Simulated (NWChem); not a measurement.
# CBr2ClF (dibromochlorofluoromethane) at 5 levels

We compute a comparison of 5 runs (BLYP/cc-pVDZ, SVWN5/cc-pVDZ, PBE/cc-pVDZ, TPSS/cc-pVDZ, revPBE/cc-pVDZ) of CBr2ClF (dibromochlorofluoromethane). 

The calculation is run with NWChem 7.3.0.

## Step 1: The system as given

The species is CBr2ClF (5 atoms), meant as a singlet with charge 0. As SMILES, `FC(Cl)(Br)Br`. The shape is that of a PBE0-D4/def2-TZVP optimisation.

Bond lengths: F1–C2 1.331 Å, C2–Cl3 1.752 Å, C2–Br4 1.936 Å, C2–Br5 1.936 Å. Angles: F1–C2–Cl3 108.8°, F1–C2–Br4 108.2°, F1–C2–Br5 108.2°, Cl3–C2–Br4 110.5°, Cl3–C2–Br5 110.5°, Br4–C2–Br5 110.3°.

## Step 2: Energy and gradient at BLYP/cc-pVDZ (run 1)

Contents of test.nw:

```
start test
memory total 2200 mb

geometry units atomic noautosym nocenter noautoz
  F   2.30433204 -1.33905993  0.50380098
  C   0.14116254 -0.12755651  0.07880158
  Cl -1.78276763 -0.40081091  2.76013398
  Br -1.47757686 -1.65728981 -2.82419569
  Br  0.90933621  3.38544435 -0.59696448
end

basis spherical bse
  * library cc-pVDZ
end

dft
  xc becke88 lyp
  grid fine
  convergence energy 1e-08
  maxiter 100
  mulliken
  print low
end

task dft gradient
```

On the command line:

```sh
$ nwchem test.nw > test.out
```

What it wrote:

```text
[...]
 d= 0,ls=0.0,diis     1  -5746.1424790748 -6.48D+03  2.50D-02  2.34D+00    35.0
[...]
 d= 0,ls=0.0,diis    10  -5746.4118298113 -8.39D-09  5.40D-07  9.31D-09   235.7
         Total DFT energy =    -5746.411829811312
      One electron energy =    -9455.903155371716
           Coulomb energy =     3200.715671640613
    Exchange-Corr. energy =     -226.749849596343
 Nuclear repulsion energy =      735.525503516135
[...]
      Total Density - Mulliken Population Analysis
     ---------------------------------------------
    Atom       Charge   Shell Charges
 -----------   ------   -------------------------------------------------------
    1 F    9     9.07   2.01  0.91  0.98  3.34  1.84  0.01
    2 C    6     6.05   2.01  0.73  0.51  1.89  0.71  0.20
    3 Cl  17    16.97   2.00  2.03  0.99  0.91  6.01  3.08  1.92  0.04
    4 Br  35    34.95   2.00  2.00  2.03  1.12  0.81  6.00  6.01  2.68  2.27  9.94  0.10
    5 Br  35    34.95   2.00  2.00  2.03  1.12  0.81  6.00  6.01  2.68  2.27  9.94  0.10
[...]
                         DFT ENERGY GRADIENTS
    atom               coordinates                        gradient
                 x          y          z           x          y          z
   1 F       2.304332  -1.339060   0.503801   -0.022251   0.012374  -0.004148
   2 C       0.141163  -0.127557   0.078802    0.001562  -0.002241   0.003362
   3 Cl     -1.782768  -0.400811   2.760134    0.015832   0.002423  -0.022428
   4 Br     -1.477577  -1.657290  -2.824196    0.010238   0.010224   0.018887
   5 Br      0.909336   3.385444  -0.596964   -0.005382  -0.022779   0.004327
 Task  times  cpu:      324.7s     wall:      324.7s
 Total times  cpu:      324.7s     wall:      324.7s
```

Wall time 5.4 min (1 thread of Intel Xeon, shared host); peak memory 0.13 GiB.

## Step 3: Energy and gradient at SVWN5/cc-pVDZ (run 2)

Contents of cbr2clf.nw:

```
start cbr2clf
memory total 2200 mb
geometry units angstroms noautosym nocenter noautoz
  F      1.219400    -0.708600     0.266600
  C      0.074700    -0.067500     0.041700
  Cl    -0.943400    -0.212100     1.460600
  Br    -0.781900    -0.877000    -1.494500
  Br     0.481200     1.791500    -0.315900
end
basis spherical bse
  * library cc-pVDZ
end
dft
  xc slater vwn_5
  grid fine
  convergence energy 1e-08
  maxiter 100
  mulliken
  print low
end
task dft gradient
```

On the command line:

```sh
$ nwchem cbr2clf.nw > cbr2clf.out
```

What it wrote:

```text
[...]
 d= 0,ls=0.0,diis     1  -5736.5786730042 -6.47D+03  2.54D-02  2.72D+00    30.7
[...]
 d= 0,ls=0.0,diis    11  -5736.8559252781 -2.63D-09  2.49D-07  9.39D-10   247.5
         Total DFT energy =    -5736.855925278138
      One electron energy =    -9455.478465123249
           Coulomb energy =     3200.223423586067
    Exchange-Corr. energy =     -217.126440071009
 Nuclear repulsion energy =      735.525556330054
[...]
      Total Density - Mulliken Population Analysis
     ---------------------------------------------
    Atom       Charge   Shell Charges
 -----------   ------   -------------------------------------------------------
    1 F    9     9.05   2.01  0.89  0.98  3.32  1.84  0.01
    2 C    6     6.14   2.02  0.70  0.54  1.87  0.81  0.20
    3 Cl  17    16.94   2.00  2.04  0.97  0.91  6.01  3.06  1.91  0.04
    4 Br  35    34.94   2.00  2.00  2.03  1.12  0.80  6.00  6.01  2.68  2.25  9.94  0.10
    5 Br  35    34.94   2.00  2.00  2.03  1.12  0.80  6.00  6.01  2.68  2.25  9.94  0.10
[...]
                         DFT ENERGY GRADIENTS
    atom               coordinates                        gradient
                 x          y          z           x          y          z
   1 F       2.304332  -1.339060   0.503801    0.000306  -0.000355   0.000499
   2 C       0.141163  -0.127557   0.078802   -0.004462   0.001694   0.000905
   3 Cl     -1.782767  -0.400811   2.760134    0.003320   0.000163  -0.003899
   4 Br     -1.477577  -1.657290  -2.824195    0.001024   0.000531   0.001806
   5 Br      0.909336   3.385444  -0.596964   -0.000188  -0.002033   0.000689
 Task  times  cpu:      358.9s     wall:      358.9s
 Total times  cpu:      358.9s     wall:      358.9s
```

It took 6 min on 1 thread of Intel Xeon, shared host; peak memory 0.12 GiB.

Run 3 isn't shown in full; the table further down has it.

## Step 4: Energy and forces at TPSS/cc-pVDZ (run 4)

Contents of cbr2clf.nw:

```
start cbr2clf
memory stack 880 mb heap 220 mb global 1100 mb
charge 0

geometry units au noautosym nocenter noautoz
  F    2.30433204  -1.33905993   0.50380098
  C    0.14116254  -0.12755651   0.07880158
  Cl  -1.78276763  -0.40081091   2.76013398
  Br  -1.47757686  -1.65728981  -2.82419569
  Br   0.90933621   3.38544435  -0.59696448
end

basis spherical bse
  * library cc-pVDZ
end

dft
  xc xtpss03 ctpss03
  mult 1
  grid fine
  convergence energy 1e-08
  iterations 100
  mulliken
end

task dft gradient
```

On the command line:

```sh
$ nwchem cbr2clf.nw > cbr2clf.out
```

What it wrote:

```text
[...]
          Wavefunction type:  closed shell.
          No. of atoms     :     5
          No. of electrons :   102
[...]
          Charge           :     0
          Spin multiplicity:     1
[...]
          AO basis - number of functions:   100
[...]
              XC Information
              --------------
                  TPSS metaGGA Exchange Functional  1.000
             TPSS03 metaGGA Correlation Functional  1.000
[...]
 d= 0,ls=0.0,diis     1  -5745.9863819766 -6.48D+03  2.40D-02  2.12D+00    28.4
[...]
 d= 0,ls=0.0,diis    10  -5746.2422934987 -7.46D-09  3.62D-07  3.44D-09   217.4
         Total DFT energy =    -5746.242293498655
      One electron energy =    -9455.600913340668
           Coulomb energy =     3200.404418221566
    Exchange-Corr. energy =     -226.571301895688
 Nuclear repulsion energy =      735.525503516135
[...]
      Total Density - Mulliken Population Analysis
     ---------------------------------------------
    Atom       Charge   Shell Charges
 -----------   ------   -------------------------------------------------------
    1 F    9     9.09   2.01  0.91  0.99  3.32  1.85  0.01
    2 C    6     6.05   2.01  0.73  0.53  1.85  0.74  0.20
    3 Cl  17    16.96   2.00  2.03  0.97  0.94  6.00  3.08  1.90  0.04
    4 Br  35    34.95   2.00  2.00  2.02  1.09  0.85  6.00  6.01  2.69  2.25  9.94  0.10
    5 Br  35    34.95   2.00  2.00  2.02  1.09  0.85  6.00  6.01  2.69  2.25  9.94  0.10
[...]
  wavefunction    = closed shell
                         DFT ENERGY GRADIENTS
    atom               coordinates                        gradient
                 x          y          z           x          y          z
   1 F       2.304332  -1.339060   0.503801   -0.016211   0.008993  -0.002967
   2 C       0.141163  -0.127557   0.078802    0.002528  -0.002779   0.003543
   3 Cl     -1.782768  -0.400811   2.760134    0.010624   0.001538  -0.014841
   4 Br     -1.477577  -1.657290  -2.824196    0.006230   0.006057   0.011512
   5 Br      0.909336   3.385444  -0.596964   -0.003172  -0.013809   0.002753
[...]
```

Run time: 5.3 min. Hardware: 1 thread of Intel Xeon, shared host; peak memory 0.13 GiB.

## Step 5: Energy and gradient at revPBE/cc-pVDZ (run 5)

Contents of job.nw:

```
start job
memory 2200 mb

geometry noautosym nocenter noautoz
   F        1.219400      -0.708600       0.266600
   C        0.074700      -0.067500       0.041700
   Cl      -0.943400      -0.212100       1.460600
   Br      -0.781900      -0.877000      -1.494500
   Br       0.481200       1.791500      -0.315900
end

basis spherical bse
   F library cc-pVDZ
   C library cc-pVDZ
   Cl library cc-pVDZ
   Br library cc-pVDZ
end

dft
   xc revpbe cpbe96
   grid fine
   convergence energy 1e-08
   iterations 100
   mulliken
end

task dft gradient
```

On the command line:

```sh
$ nwchem job.nw > job.out
```

What it wrote:

```text
[...]
          Wavefunction type:  closed shell.
          No. of atoms     :     5
          No. of electrons :   102
[...]
          Charge           :     0
          Spin multiplicity:     1
[...]
          AO basis - number of functions:   100
[...]
              XC Information
              --------------
                        RevPBE Exchange Functional  1.000
            Perdew 1991 LDA Correlation Functional  1.000 local
           PerdewBurkeErnz. Correlation Functional  1.000 non-local
[...]
 d= 0,ls=0.0,diis     1  -5745.5601377367 -6.48D+03  2.47D-02  2.22D+00    31.7
[...]
 d= 0,ls=0.0,diis    10  -5745.8212307392 -3.28D-09  3.81D-07  5.64D-09   228.9
         Total DFT energy =    -5745.821230739184
      One electron energy =    -9455.927401189760
           Coulomb energy =     3200.736053744976
    Exchange-Corr. energy =     -226.155439624455
 Nuclear repulsion energy =      735.525556330054
[...]
      Total Density - Mulliken Population Analysis
     ---------------------------------------------
    Atom       Charge   Shell Charges
 -----------   ------   -------------------------------------------------------
    1 F    9     9.07   2.01  0.91  0.99  3.32  1.84  0.01
    2 C    6     6.09   2.01  0.72  0.54  1.86  0.75  0.21
    3 Cl  17    16.96   2.00  2.03  0.97  0.93  6.00  3.08  1.91  0.04
    4 Br  35    34.94   2.00  2.00  2.02  1.09  0.84  6.00  6.01  2.68  2.25  9.94  0.10
    5 Br  35    34.94   2.00  2.00  2.02  1.09  0.84  6.00  6.01  2.68  2.25  9.94  0.10
[...]
  wavefunction    = closed shell
                         DFT ENERGY GRADIENTS
    atom               coordinates                        gradient
                 x          y          z           x          y          z
   1 F       2.304332  -1.339060   0.503801   -0.019907   0.011028  -0.003614
   2 C       0.141163  -0.127557   0.078802    0.003182  -0.002959   0.003250
   3 Cl     -1.782767  -0.400811   2.760134    0.012638   0.001711  -0.017390
   4 Br     -1.477577  -1.657290  -2.824195    0.007917   0.007521   0.014351
   5 Br      0.909336   3.385444  -0.596964   -0.003830  -0.017300   0.003404
[...]
```

It took 5.3 min on 1 thread of Intel Xeon, shared host; peak memory 0.13 GiB.

## Step 6: Overview of the runs

| run | level | energy (Eh) | largest force (eV/Å) | wall time |
| --- | --- | --- | --- | --- |
| 1 | BLYP/cc-pVDZ | -5746.411830 | 1.417 | 5.4 min |
| 2 | SVWN5/cc-pVDZ | -5736.855925 | 0.263 | 6 min |
| 3 | PBE/cc-pVDZ | -5745.296502 | 0.910 | 5.9 min |
| 4 | TPSS/cc-pVDZ | -5746.242293 | 0.965 | 5.3 min |
| 5 | revPBE/cc-pVDZ | -5745.821231 | 1.185 | 5.3 min |

## Step 7: Outcome

| quantity | value |
| --- | --- |
| run 5: total energy | -5745.82123 Eh |
| run 5: dipole moment | 0.21 D |
| run 5: HOMO energy | -6.90 eV |
| run 5: LUMO energy | -2.66 eV |
| run 5: HOMO–LUMO gap | 4.24 eV |
| run 5: largest force on an atom | 1.185 eV/Å |

**Reading.** Among the runs that give it from their own density at one geometry, the dipole moment runs from 0.21 D (revPBE/cc-pVDZ) to 0.24 D (TPSS/cc-pVDZ). Among the like runs compared (one geometry, species and surroundings), the HOMO–LUMO gap runs from 4.21 eV (PBE/cc-pVDZ) to 4.39 eV (TPSS/cc-pVDZ). Totals of different functionals can't be ranked against each other. All runs together took 28 min, the longest 6 min.
